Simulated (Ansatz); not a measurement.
This script for Ansatz's Python interface starts 8 runs on CH2ClNSn, SMILES N#[C][SnH2][Cl]. What input does the engine get in each?

Script `run_scan.py`:
```python
"""Stretching a bond of CH2ClNSn, the rest held rigid."""

import ansatz as az
import numpy as np


def main() -> None:
    geometry_ang = [
        ("N", [1.8771, -1.6727, 1.1101]),
        ("C", [1.0553, -0.8998, 0.6367]),
        ("Sn", [-0.3664, 0.4266, -0.21]),
        ("Cl", [-1.9579, -0.7919, -1.274]),
        ("H", [0.4696, 1.4501, -1.3789]),
        ("H", [-1.0357, 1.4237, 1.07]),
    ]
    system = az.Crystal.molecule()
    for symbol, xyz in geometry_ang:
        system = system.atom(symbol, xyz)

    symbols = [site.symbol for site in system.cartesian_sites]
    start = np.array([site.position_ang for site in system.cartesian_sites])
    axis = (start[5] - start[2]) / np.linalg.norm(start[5] - start[2])
    moving = [5]
    lengths, energies = [1.545, 1.615, 1.685, 1.755, 1.825, 1.896, 1.966, 2.071], []
    for length in lengths:
        xyz = start.copy()
        xyz[moving] += (length - np.linalg.norm(start[5] - start[2])) * axis
        point = az.Crystal.molecule()
        for symbol, place in zip(symbols, xyz):
            point = point.atom(symbol, place.tolist())
        calc = point.calculation().basis(gaussian="def2-SVP").functional("CAM-B3LYP")
        report = calc.run().report
        energies.append(report["free_energy_ev"])
        print(f"r = {length:6.3f} A  E = {energies[-1]:.5f} eV  <S^2> = {abs(report['mean_field']['state']['spin_squared']):.3f}")

    # quartic fit about the minimum
    fit = np.polynomial.Polynomial.fit(lengths, np.array(energies) - min(energies), 4).convert()
    roots = [r.real for r in fit.deriv().roots() if abs(r.imag) < 1e-9 and fit.deriv(2)(r.real) > 0]
    r_e = min(roots, key=lambda r: abs(r - lengths[int(np.argmin(energies))]))
    print(f"minimum of the fit at {r_e:.4f} A, force constant {fit.deriv(2)(r_e):.2f} eV/A^2")


if __name__ == "__main__":
    main()
```

Run 1:
```yaml
crystal:
  periodic: [false, false, false]
  atoms:
    - { symbol: "N", position_ang: [1.8771, -1.6727, 1.1101] }
    - { symbol: C, position_ang: [1.0553, -0.8998, 0.6367] }
    - { symbol: Sn, position_ang: [-0.3664, 0.4266, -0.21] }
    - { symbol: Cl, position_ang: [-1.9579, -0.7919, -1.274] }
    - { symbol: H, position_ang: [0.4696, 1.4501, -1.3789] }
    - { symbol: H, position_ang: [-0.9555606117599351, 1.304311110093876, 0.916737760425395] }
basis:
  gaussian:
    orbitals: def2-SVP
hamiltonian:
  xc: cam_b3lyp
```

Run 2, against run 1:
```diff
-    - { symbol: H, position_ang: [-0.9555606117599351, 1.304311110093876, 0.916737760425395] }
+    - { symbol: H, position_ang: [-0.982253972810547, 1.3440779565058962, 0.9677873676938595] }
```

Run 3, against run 1:
```diff
-    - { symbol: H, position_ang: [-0.9555606117599351, 1.304311110093876, 0.916737760425395] }
+    - { symbol: H, position_ang: [-1.008947333861159, 1.3838448029179167, 1.018836974962324] }
```

Run 4, against run 1:
```diff
-    - { symbol: H, position_ang: [-0.9555606117599351, 1.304311110093876, 0.916737760425395] }
+    - { symbol: H, position_ang: [-1.035640694911771, 1.423611649329937, 1.0698865822307886] }
```

Run 5, against run 1:
```diff
-    - { symbol: H, position_ang: [-0.9555606117599351, 1.304311110093876, 0.916737760425395] }
+    - { symbol: H, position_ang: [-1.0623340559623828, 1.463378495741957, 1.120936189499253] }
```

Run 6, against run 1:
```diff
-    - { symbol: H, position_ang: [-0.9555606117599351, 1.304311110093876, 0.916737760425395] }
+    - { symbol: H, position_ang: [-1.0894087507422894, 1.5037134399598633, 1.1727150768715526] }
```

Run 7, against run 1:
```diff
-    - { symbol: H, position_ang: [-0.9555606117599351, 1.304311110093876, 0.916737760425395] }
+    - { symbol: H, position_ang: [-1.1161021117929013, 1.5434802863718837, 1.2237646841400172] }
```

Run 8, against run 1:
```diff
-    - { symbol: H, position_ang: [-0.9555606117599351, 1.304311110093876, 0.916737760425395] }
+    - { symbol: H, position_ang: [-1.1561421533688192, 1.6031305559899143, 1.300339095042714] }
```

```console
$ python run_scan.py
r =  1.545 A  E = -20905.63867 eV  <S^2> = 0.000
r =  1.615 A  E = -20905.79460 eV  <S^2> = 0.000
r =  1.685 A  E = -20905.85026 eV  <S^2> = 0.000
r =  1.755 A  E = -20905.82940 eV  <S^2> = 0.000
r =  1.825 A  E = -20905.75055 eV  <S^2> = 0.000
r =  1.896 A  E = -20905.62631 eV  <S^2> = 0.000
r =  1.966 A  E = -20905.47179 eV  <S^2> = 0.000
r =  2.071 A  E = -20905.19965 eV  <S^2> = 0.000
minimum of the fit at 1.6983 A, force constant 14.89 eV/A^2
```

What to keep in mind:
- These settings explore the input space; basis and method may be short of convergence.
- The rest of the molecule is held rigid at a force-field or estimated start geometry, and the basis set is modest; single-reference methods fail as a bond breaks.
- def2 sets replace the cores of elements past krypton by effective core potentials.
- The orbitals are restricted, so S² is zero by construction.
- Hardware and time: 25 s on 1 thread of Arm Neoverse V1, with other jobs on the host, peak memory 0.25 GiB.
